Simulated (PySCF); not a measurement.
**Zn: excitation energy in dyall-av2z**

Each state of zinc is computed at each level; their differences give the excitation energy. How far do the methods differ?

The numbers are computed with PySCF 2.14.0 (unrestricted determinants in a Gaussian basis, no spin-orbit coupling in the energies), except any that are marked as measured or tabulated.

## 1. The atom as given

```
Element                                   : zinc (Z = 30)
Basis                                     : dyall-av2z
Hamiltonian                               : no relativity, point nucleus
State 1                                   : Zn: [Ar] 3d9 4s2 5s1, high-spin 3D determinant (an excited configuration)
Needed too, but not shown                 : Zn [Ar] 3d10 4s2 (1S)
Methods                                   : UHF, LDA, PBE, PBE0, r2SCAN, r2SCAN0, PBEsol, CAM-B3LYP, B2PLYP, MP2
Core shells frozen in the correlated runs : valence: [Ar] (for Zn)
```

Outer shells as boxes (Hund's rule):

Zn [Ar] 3d9 4s2 5s1
```
[Ar] core
3d [↑↓][↑↓][↑↓][↑↓][↑ ]
4s [↑↓]
5s [↑ ]
```

One driver process ran all states and methods and kept the integrals in memory. Each run is shown as a PySCF script that sums up its settings (the driver passes frozen orbitals as a list and adds second-order terms of double hybrids); the logs are those of the runs themselves. The driver starts from symmetry-adapted Hartree-Fock orbitals, holds the occupation by maximum overlap and uses a logarithmic radial grid for functionals, so a plain start would take other cycles.

The integrals over 101 functions and the set-up took 0.49 s of CPU time.

## 2. Zn [Ar] 3d9 4s2 5s1: the ladder of methods

Level: UHF.

Input file input.py:

```python
from pyscf import gto, scf, dft, mp, cc
import basis_set_exchange as bse
mol = gto.M(atom="Zn 0 0 0", charge=0, spin=2, symmetry="D2h",
            basis=gto.basis.parse(bse.get_basis("dyall-av2z", elements=["Zn"], fmt="nwchem")))
mf = scf.UHF(mol)
mf.irrep_nelec = {'Ag': (7, 5), 'B1g': (1, 1), 'B2g': (1, 1), 'B3g': (1, 1), 'B1u': (2, 2), 'B2u': (2, 2), 'B3u': (2, 2)}
mf.kernel()
```

Standard output:

```text
damping factor = 0
level_shift factor = 0
DIIS = <class 'pyscf.scf.diis.CDIIS'>
diis_start_cycle = 1
diis_space = 10
diis_damp = 0
SCF conv_tol = 1e-09
SCF conv_tol_grad = None
number electrons alpha = 16  beta = 14
cycle= 1 E= -1777.36093765601  delta_E= -0.00399  |g|= 0.0206  |ddm|= 0.0286
cycle= 2 E= -1777.36099124618  delta_E= -5.36e-05  |g|= 0.00275  |ddm|= 0.00577
cycle= 3 E= -1777.36099355551  delta_E= -2.31e-06  |g|= 0.000664  |ddm|= 0.00254
cycle= 4 E= -1777.36099371446  delta_E= -1.59e-07  |g|= 0.000324  |ddm|= 0.000725
cycle= 5 E= -1777.36099377344  delta_E= -5.9e-08  |g|= 3.61e-05  |ddm|= 0.000655
cycle= 6 E= -1777.36099377737  delta_E= -3.93e-09  |g|= 7.3e-06  |ddm|= 0.000225
cycle= 7 E= -1777.36099377755  delta_E= -1.77e-10  |g|= 1.26e-06  |ddm|= 5.23e-05
converged SCF energy = -1777.36099377755  <S^2> = 2.0012611  2S+1 = 3.0008406
```

It used 4.9 s of CPU time after the integrals (shared host).

Orbital energies by shell (radii are means over both spins):

| shell | electrons | mean orbital energy (eV) | spread (eV) | rms radius (bohr) |
| --- | --- | --- | --- | --- |
| 1s α | 1 | -9628.3 | 0 | 0.0591 |
| 1s β | 1 | -9628.3 | 0 | 0.0591 |
| 2s α | 1 | -1222.9 | 0 | 0.248 |
| 2s β | 1 | -1221.6 | 0 | 0.248 |
| 2p α | 3 | -1074.8 | 1.377 | 0.221 |
| 2p β | 3 | -1073.6 | 0.043 | 0.221 |
| 3s α | 1 | -168.95 | 0 | 0.736 |
| 3s β | 1 | -165.82 | 0 | 0.736 |
| 3p α | 3 | -119.81 | 2.646 | 0.772 |
| 3p β | 3 | -116.09 | 1.709 | 0.772 |
| 3d α | 5 | -36.044 | 3.164 | 0.929 |
| 3d β | 4 | -34.214 | 2.449 | 0.929 |
| 4s α | 1 | -14.674 | 0 | 2.58 |
| 4s β | 1 | -14.285 | 0 | 2.58 |
| 5s α | 1 | -2.661 | 0 | 8.50 |

⟨S²⟩ = 2.001, ⟨L²⟩ = 6.01.

Spin-orbit constants on these orbitals (cm⁻¹; bare nucleus, screened nucleus, mean field): 3d 1806, 1204, 1104. To first order in LS coupling the lowest level has J = 3 and lies 0.137 eV below the centre of the term.

Level: LDA.

input.py, as changed from the run before:

```diff
@@ -4,3 +4,3 @@
             basis=gto.basis.parse(bse.get_basis("dyall-av2z", elements=["Zn"], fmt="nwchem")))
-mf = scf.UHF(mol)
+mf = dft.UKS(mol, xc="LDA,VWN")
 mf.irrep_nelec = {'Ag': (7, 5), 'B1g': (1, 1), 'B2g': (1, 1), 'B3g': (1, 1), 'B1u': (2, 2), 'B2u': (2, 2), 'B3u': (2, 2)}
```

Standard output:

```text
damping factor = 0
level_shift factor = 0
DIIS = <class 'pyscf.scf.diis.CDIIS'>
diis_start_cycle = 1
diis_space = 10
diis_damp = 0
SCF conv_tol = 1e-09
SCF conv_tol_grad = None
number electrons alpha = 16  beta = 14
XC functionals = LDA,VWN
    P. A. M. Dirac.,  Math. Proc. Cambridge Philos. Soc. 26, 376 (1930)
    F. Bloch.,  Z. Phys. 57, 545 (1929)
    S. H. Vosko, L. Wilk, and M. Nusair.,  Can. J. Phys. 58, 1200 (1980)
cycle= 1 E= -1775.9594107786  delta_E= -0.0392  |g|= 0.233  |ddm|= 0.735
cycle= 2 E= -1775.94656697822  delta_E= 0.0128  |g|= 0.439  |ddm|=  0.2
cycle= 3 E= -1775.96639974795  delta_E= -0.0198  |g|= 0.0276  |ddm|= 0.127
cycle= 4 E= -1775.96650474947  delta_E= -0.000105  |g|= 0.00209  |ddm|= 0.0176
cycle= 5 E= -1775.96650531295  delta_E= -5.63e-07  |g|= 1.57e-05  |ddm|= 0.00212
cycle= 6 E= -1775.96650531303  delta_E= -7.96e-11  |g|= 5.67e-06  |ddm|= 6.73e-05
converged SCF energy = -1775.96650531303  <S^2> = 2.0002854  2S+1 = 3.0001903
```

It used 1.3 s of CPU time after the integrals (shared host).

Level: PBE.

input.py, as changed from the run before:

```diff
@@ -4,3 +4,3 @@
             basis=gto.basis.parse(bse.get_basis("dyall-av2z", elements=["Zn"], fmt="nwchem")))
-mf = dft.UKS(mol, xc="LDA,VWN")
+mf = dft.UKS(mol, xc="PBE")
 mf.irrep_nelec = {'Ag': (7, 5), 'B1g': (1, 1), 'B2g': (1, 1), 'B3g': (1, 1), 'B1u': (2, 2), 'B2u': (2, 2), 'B3u': (2, 2)}
```

Standard output:

```text
damping factor = 0
level_shift factor = 0
DIIS = <class 'pyscf.scf.diis.CDIIS'>
diis_start_cycle = 1
diis_space = 10
diis_damp = 0
SCF conv_tol = 1e-09
SCF conv_tol_grad = None
number electrons alpha = 16  beta = 14
XC functionals = PBE
    J. P. Perdew, K. Burke, and M. Ernzerhof.,  Phys. Rev. Lett. 77, 3865 (1996)
    J. P. Perdew, K. Burke, and M. Ernzerhof.,  Phys. Rev. Lett. 78, 1396 (1997)
    J. P. Perdew, K. Burke, and M. Ernzerhof.,  Phys. Rev. Lett. 77, 3865 (1996)
    J. P. Perdew, K. Burke, and M. Ernzerhof.,  Phys. Rev. Lett. 78, 1396 (1997)
cycle= 1 E= -1778.59199250398  delta_E= -0.0261  |g|= 0.194  |ddm|= 0.447
cycle= 2 E= -1778.58311727895  delta_E= 0.00888  |g|= 0.365  |ddm|= 0.214
cycle= 3 E= -1778.59707431765  delta_E= -0.014  |g|= 0.0266  |ddm|= 0.0997
cycle= 4 E= -1778.59717256818  delta_E= -9.83e-05  |g|= 0.000245  |ddm|= 0.0153
cycle= 5 E= -1778.59717257865  delta_E= -1.05e-08  |g|= 2.02e-05  |ddm|= 0.00122
cycle= 6 E= -1778.59717257906  delta_E= -4.1e-10  |g|= 3.87e-06  |ddm|= 0.000257
converged SCF energy = -1778.59717257906  <S^2> = 2.0003697  2S+1 = 3.0002464
```

CPU time 2.1 s on a shared host, the integrals not counted.

Level: PBE0.

input.py, as changed from the run before:

```diff
@@ -4,3 +4,3 @@
             basis=gto.basis.parse(bse.get_basis("dyall-av2z", elements=["Zn"], fmt="nwchem")))
-mf = dft.UKS(mol, xc="PBE")
+mf = dft.UKS(mol, xc="PBE0")
 mf.irrep_nelec = {'Ag': (7, 5), 'B1g': (1, 1), 'B2g': (1, 1), 'B3g': (1, 1), 'B1u': (2, 2), 'B2u': (2, 2), 'B3u': (2, 2)}
```

Standard output:

```text
damping factor = 0
level_shift factor = 0
DIIS = <class 'pyscf.scf.diis.CDIIS'>
diis_start_cycle = 1
diis_space = 10
diis_damp = 0
SCF conv_tol = 1e-09
SCF conv_tol_grad = None
number electrons alpha = 16  beta = 14
XC functionals = PBE0
    C. Adamo and V. Barone.,  J. Chem. Phys. 110, 6158 (1999)
    M. Ernzerhof and G. E. Scuseria.,  J. Chem. Phys. 110, 5029 (1999)
cycle= 1 E= -1778.62184480465  delta_E= -0.0164  |g|= 0.0964  |ddm|= 0.306
cycle= 2 E= -1778.6208436185  delta_E= 0.001  |g|= 0.148  |ddm|= 0.133
cycle= 3 E= -1778.62305830458  delta_E= -0.00221  |g|= 0.00753  |ddm|= 0.0354
cycle= 4 E= -1778.62306651322  delta_E= -8.21e-06  |g|= 0.00067  |ddm|= 0.005
cycle= 5 E= -1778.62306660447  delta_E= -9.12e-08  |g|= 7.89e-05  |ddm|= 0.00261
cycle= 6 E= -1778.62306660911  delta_E= -4.64e-09  |g|= 1.33e-05  |ddm|= 0.000875
cycle= 7 E= -1778.62306660921  delta_E= -1.03e-10  |g|= 4.3e-07  |ddm|= 0.000127
converged SCF energy = -1778.62306660921  <S^2> = 2.0005311  2S+1 = 3.000354
```

CPU time 3.2 s on a shared host, the integrals not counted.

Level: r2SCAN.

input.py, as changed from the run before:

```diff
@@ -4,3 +4,3 @@
             basis=gto.basis.parse(bse.get_basis("dyall-av2z", elements=["Zn"], fmt="nwchem")))
-mf = dft.UKS(mol, xc="PBE0")
+mf = dft.UKS(mol, xc="R2SCAN")
 mf.irrep_nelec = {'Ag': (7, 5), 'B1g': (1, 1), 'B2g': (1, 1), 'B3g': (1, 1), 'B1u': (2, 2), 'B2u': (2, 2), 'B3u': (2, 2)}
```

Standard output:

```text
damping factor = 0
level_shift factor = 0
DIIS = <class 'pyscf.scf.diis.CDIIS'>
diis_start_cycle = 1
diis_space = 10
diis_damp = 0
SCF conv_tol = 1e-09
SCF conv_tol_grad = None
number electrons alpha = 16  beta = 14
XC functionals = R2SCAN
    J. W. Furness, A. D. Kaplan, J. Ning, J. P. Perdew, and J. Sun.,  J. Phys. Chem. Lett. 11, 8208-8215 (2020)
    J. W. Furness, A. D. Kaplan, J. Ning, J. P. Perdew, and J. Sun.,  J. Phys. Chem. Lett. 11, 9248-9248 (2020)
    J. W. Furness, A. D. Kaplan, J. Ning, J. P. Perdew, and J. Sun.,  J. Phys. Chem. Lett. 11, 8208-8215 (2020)
    J. W. Furness, A. D. Kaplan, J. Ning, J. P. Perdew, and J. Sun.,  J. Phys. Chem. Lett. 11, 9248-9248 (2020)
cycle= 1 E= -1778.83999817953  delta_E= -0.018  |g|= 0.135  |ddm|= 0.379
cycle= 2 E= -1778.83663430138  delta_E= 0.00336  |g|= 0.235  |ddm|= 0.171
cycle= 3 E= -1778.84244246864  delta_E= -0.00581  |g|= 0.0144  |ddm|= 0.0635
cycle= 4 E= -1778.84247219512  delta_E= -2.97e-05  |g|= 0.000458  |ddm|= 0.00871
cycle= 5 E= -1778.8424722814  delta_E= -8.63e-08  |g|= 5.84e-05  |ddm|= 0.00171
cycle= 6 E= -1778.84247228585  delta_E= -4.45e-09  |g|= 7.39e-06  |ddm|= 0.000441
cycle= 7 E= -1778.84247228592  delta_E= -7.05e-11  |g|= 1.27e-06  |ddm|= 4.52e-05
converged SCF energy = -1778.84247228592  <S^2> = 2.0011064  2S+1 = 3.0007375
```

It used 5 s of CPU time after the integrals (shared host).

Level: r2SCAN0.

input.py, as changed from the run before:

```diff
@@ -4,3 +4,3 @@
             basis=gto.basis.parse(bse.get_basis("dyall-av2z", elements=["Zn"], fmt="nwchem")))
-mf = dft.UKS(mol, xc="R2SCAN")
+mf = dft.UKS(mol, xc="HYB_MGGA_XC_R2SCAN0")
 mf.irrep_nelec = {'Ag': (7, 5), 'B1g': (1, 1), 'B2g': (1, 1), 'B3g': (1, 1), 'B1u': (2, 2), 'B2u': (2, 2), 'B3u': (2, 2)}
```

Standard output:

```text
damping factor = 0
level_shift factor = 0
DIIS = <class 'pyscf.scf.diis.CDIIS'>
diis_start_cycle = 1
diis_space = 10
diis_damp = 0
SCF conv_tol = 1e-09
SCF conv_tol_grad = None
number electrons alpha = 16  beta = 14
XC functionals = HYB_MGGA_XC_R2SCAN0
    M. Bursch, H. Neugebauer, S. Ehlert, and S. Grimme.,  J. Chem. Phys. 156, 134105 (2022)
cycle= 1 E= -1778.81551045082  delta_E= -0.0121  |g|= 0.0705  |ddm|= 0.332
cycle= 2 E= -1778.81514121396  delta_E= 0.000369  |g|=  0.1  |ddm|= 0.123
cycle= 3 E= -1778.81615798202  delta_E= -0.00102  |g|= 0.00359  |ddm|= 0.0243
cycle= 4 E= -1778.81616038516  delta_E= -2.4e-06  |g|= 0.000764  |ddm|= 0.00609
cycle= 5 E= -1778.81616052177  delta_E= -1.37e-07  |g|= 5.64e-05  |ddm|= 0.0029
cycle= 6 E= -1778.81616052605  delta_E= -4.28e-09  |g|= 1.39e-05  |ddm|= 0.000687
cycle= 7 E= -1778.81616052614  delta_E= -9.39e-11  |g|= 9.78e-07  |ddm|= 5.55e-05
converged SCF energy = -1778.81616052614  <S^2> = 2.001154  2S+1 = 3.0007692
```

It used 6 s of CPU time after the integrals (shared host).

Level: PBEsol.

input.py, as changed from the run before:

```diff
@@ -4,3 +4,3 @@
             basis=gto.basis.parse(bse.get_basis("dyall-av2z", elements=["Zn"], fmt="nwchem")))
-mf = dft.UKS(mol, xc="HYB_MGGA_XC_R2SCAN0")
+mf = dft.UKS(mol, xc="PBEsol")
 mf.irrep_nelec = {'Ag': (7, 5), 'B1g': (1, 1), 'B2g': (1, 1), 'B3g': (1, 1), 'B1u': (2, 2), 'B2u': (2, 2), 'B3u': (2, 2)}
```

Standard output:

```text
damping factor = 0
level_shift factor = 0
DIIS = <class 'pyscf.scf.diis.CDIIS'>
diis_start_cycle = 1
diis_space = 10
diis_damp = 0
SCF conv_tol = 1e-09
SCF conv_tol_grad = None
number electrons alpha = 16  beta = 14
XC functionals = PBEsol
    J. P. Perdew, A. Ruzsinszky, G. I. Csonka, O. A. Vydrov, G. E. Scuseria, L. A. Constantin, X. Zhou, and K. Burke.,  Phys. Rev. Lett. 100, 136406 (2008)
    J. P. Perdew, A. Ruzsinszky, G. I. Csonka, O. A. Vydrov, G. E. Scuseria, L. A. Constantin, X. Zhou, and K. Burke.,  Phys. Rev. Lett. 100, 136406 (2008)
cycle= 1 E= -1777.19990158741  delta_E= -0.0288  |g|= 0.219  |ddm|= 0.478
cycle= 2 E= -1777.18867938032  delta_E= 0.0112  |g|= 0.411  |ddm|= 0.226
cycle= 3 E= -1777.20618888134  delta_E= -0.0175  |g|= 0.0268  |ddm|= 0.114
cycle= 4 E= -1777.20628862179  delta_E= -9.97e-05  |g|= 0.000918  |ddm|= 0.0169
cycle= 5 E= -1777.20628872518  delta_E= -1.03e-07  |g|= 1.53e-05  |ddm|= 0.000984
cycle= 6 E= -1777.20628872529  delta_E= -1.08e-10  |g|= 2.01e-06  |ddm|= 8.67e-05
converged SCF energy = -1777.20628872529  <S^2> = 2.0003763  2S+1 = 3.0002508
```

It used 2.2 s of CPU time after the integrals (shared host).

Level: CAM-B3LYP.

input.py, as changed from the run before:

```diff
@@ -4,3 +4,3 @@
             basis=gto.basis.parse(bse.get_basis("dyall-av2z", elements=["Zn"], fmt="nwchem")))
-mf = dft.UKS(mol, xc="PBEsol")
+mf = dft.UKS(mol, xc="CAMB3LYP")
 mf.irrep_nelec = {'Ag': (7, 5), 'B1g': (1, 1), 'B2g': (1, 1), 'B3g': (1, 1), 'B1u': (2, 2), 'B2u': (2, 2), 'B3u': (2, 2)}
```

Standard output:

```text
damping factor = 0
level_shift factor = 0
DIIS = <class 'pyscf.scf.diis.CDIIS'>
diis_start_cycle = 1
diis_space = 10
diis_damp = 0
SCF conv_tol = 1e-09
SCF conv_tol_grad = None
number electrons alpha = 16  beta = 14
XC functionals = CAMB3LYP
    T. Yanai, D. P. Tew, and N. C. Handy.,  Chem. Phys. Lett. 393, 51 (2004)
cycle= 1 E= -1778.98256205395  delta_E= -0.0231  |g|= 0.0981  |ddm|= 0.374
cycle= 2 E= -1778.98197170384  delta_E= 0.00059  |g|= 0.14  |ddm|= 0.181
cycle= 3 E= -1778.98390061618  delta_E= -0.00193  |g|= 0.00625  |ddm|= 0.0267
cycle= 4 E= -1778.98391059949  delta_E= -9.98e-06  |g|= 0.000998  |ddm|= 0.0222
cycle= 5 E= -1778.98391164946  delta_E= -1.05e-06  |g|= 0.00019  |ddm|= 0.0119
cycle= 6 E= -1778.98391175768  delta_E= -1.08e-07  |g|= 4.18e-05  |ddm|= 0.00453
cycle= 7 E= -1778.98391176102  delta_E= -3.35e-09  |g|= 1.94e-06  |ddm|= 0.000825
cycle= 8 E= -1778.98391176104  delta_E= -1.66e-11  |g|= 4.59e-07  |ddm|= 2.59e-05
converged SCF energy = -1778.98391176104  <S^2> = 2.0006028  2S+1 = 3.0004019
```

CPU time 4.8 s on a shared host, the integrals not counted.

Level: B2PLYP.

input.py, as changed from the run before:

```diff
@@ -4,3 +4,3 @@
             basis=gto.basis.parse(bse.get_basis("dyall-av2z", elements=["Zn"], fmt="nwchem")))
-mf = dft.UKS(mol, xc="CAMB3LYP")
+mf = dft.UKS(mol, xc="0.53*HF + 0.47*B88, 0.73*LYP")
 mf.irrep_nelec = {'Ag': (7, 5), 'B1g': (1, 1), 'B2g': (1, 1), 'B3g': (1, 1), 'B1u': (2, 2), 'B2u': (2, 2), 'B3u': (2, 2)}
```

Standard output:

```text
damping factor = 0
level_shift factor = 0
DIIS = <class 'pyscf.scf.diis.CDIIS'>
diis_start_cycle = 1
diis_space = 10
diis_damp = 0
SCF conv_tol = 1e-09
SCF conv_tol_grad = None
number electrons alpha = 16  beta = 14
XC functionals = 0.53*HF + 0.47*B88, 0.73*LYP
    A. D. Becke.,  Phys. Rev. A 38, 3098 (1988)
    C. Lee, W. Yang, and R. G. Parr.,  Phys. Rev. B 37, 785 (1988)
    B. Miehlich, A. Savin, H. Stoll, and H. Preuss.,  Chem. Phys. Lett. 157, 200 (1989)
cycle= 1 E= -1778.46699552809  delta_E= -0.00964  |g|= 0.0489  |ddm|= 0.248
cycle= 2 E= -1778.46700155443  delta_E= -6.03e-06  |g|= 0.057  |ddm|= 0.103
cycle= 3 E= -1778.46732427866  delta_E= -0.000323  |g|= 0.00212  |ddm|= 0.0121
cycle= 4 E= -1778.46732596513  delta_E= -1.69e-06  |g|= 0.000727  |ddm|= 0.0128
cycle= 5 E= -1778.46732622037  delta_E= -2.55e-07  |g|= 8.39e-05  |ddm|= 0.00546
cycle= 6 E= -1778.46732623869  delta_E= -1.83e-08  |g|= 1.87e-05  |ddm|= 0.00181
cycle= 7 E= -1778.46732623906  delta_E= -3.63e-10  |g|= 1.15e-06  |ddm|= 0.000216
converged SCF energy = -1778.46732623906  <S^2> = 2.0008076  2S+1 = 3.0005383
```

CPU time 4.3 s on a shared host, the integrals not counted.

Script and log cover the SCF part. The PT2 part, added by the driver, -0.41503 hartree before scaling by 0.27, brings the total to -1778.579383 hartree.

## 3. Zn [Ar] 3d9 4s2 5s1, continued

Level: MP2 (valence).

Input file input.py:

```python
from pyscf import gto, scf, dft, mp, cc
import basis_set_exchange as bse
mol = gto.M(atom="Zn 0 0 0", charge=0, spin=2, symmetry="D2h",
            basis=gto.basis.parse(bse.get_basis("dyall-av2z", elements=["Zn"], fmt="nwchem")))
mf = scf.UHF(mol)
mf.irrep_nelec = {'Ag': (7, 5), 'B1g': (1, 1), 'B2g': (1, 1), 'B3g': (1, 1), 'B1u': (2, 2), 'B2u': (2, 2), 'B3u': (2, 2)}
mf.kernel()
mp.UMP2(mf, frozen=9).kernel()
```

No log was kept for this step.

It used 1 s of CPU time after the integrals (shared host).

With 12 electrons correlated, the MP2 correlation energy is -0.35584 hartree (-0.12400 same spin, -0.23184 opposite spin); the SCS form gives -0.31954. Largest pairs of shells: 3d-3d -0.2843, 3d-4s -0.0408, 4s-4s -0.0251, 4s-5s -0.0043, 3d-5s -0.0014.

Radial density 4πr²ρ of Zn at UHF:

| r (bohr) | density | spin density |
| --- | --- | --- |
| 0.000851 | 0.159 | 0.000 |
| 0.00143 | 0.436 | 0.000 |
| 0.00241 | 1.16 | 0.000 |
| 0.00405 | 2.98 | 0.000 |
| 0.00681 | 7.15 | 0.000 |
| 0.0115 | 15.3 | 0.000 |
| 0.0193 | 27.3 | 0.001 |
| 0.0324 | 36.0 | 0.001 |
| 0.0545 | 32.3 | 0.000 |
| 0.0917 | 30.5 | 0.010 |
| 0.154 | 41.7 | 0.096 |
| 0.259 | 27.3 | 0.474 |
| 0.436 | 21.2 | 1.161 |
| 0.734 | 20.9 | 1.096 |
| 1.23 | 5.61 | 0.358 |
| 2.08 | 1.41 | 0.052 |
| 3.49 | 0.358 | 0.003 |
| 5.88 | 0.144 | 0.134 |
| 9.88 | 0.100 | 0.100 |
| 16.6 | 0.00295 | 0.003 |

## 4. The energy differences

Excitation energy: Zn [Ar] 3d10 4s2 (1S) → Zn [Ar] 3d9 4s2 5s1 (3D).

| method | value (eV) |
| --- | --- |
| UHF | 12.471 |
| LDA | 15.739 |
| PBE | 15.162 |
| PBE0 | 14.698 |
| r2SCAN | 14.968 |
| r2SCAN0 | 14.585 |
| PBEsol | 15.339 |
| CAM-B3LYP | 14.880 |
| B2PLYP | 14.861 |
| MP2 (valence) | 15.184 |
| SCS-MP2 (valence) | 14.844 |

A first-order spin-orbit estimate (lowest level to lowest level, LS coupling) adds -0.137 eV.

The differences also use runs on Zn [Ar] 3d10 4s2 (1S), which are not shown here.

## 5. Summary of results

```
                                quantity                                value
excitation energy, Zn → [Ar] 3d9 4s2 5s1  UHF 12.471, MP2 (valence) 15.184 eV
```

**Reading.** The methods span 3.268 eV, from UHF (12.471) to LDA (15.739). No reference value is at hand in this session. All values hold for this basis alone; no basis-set limit was taken.
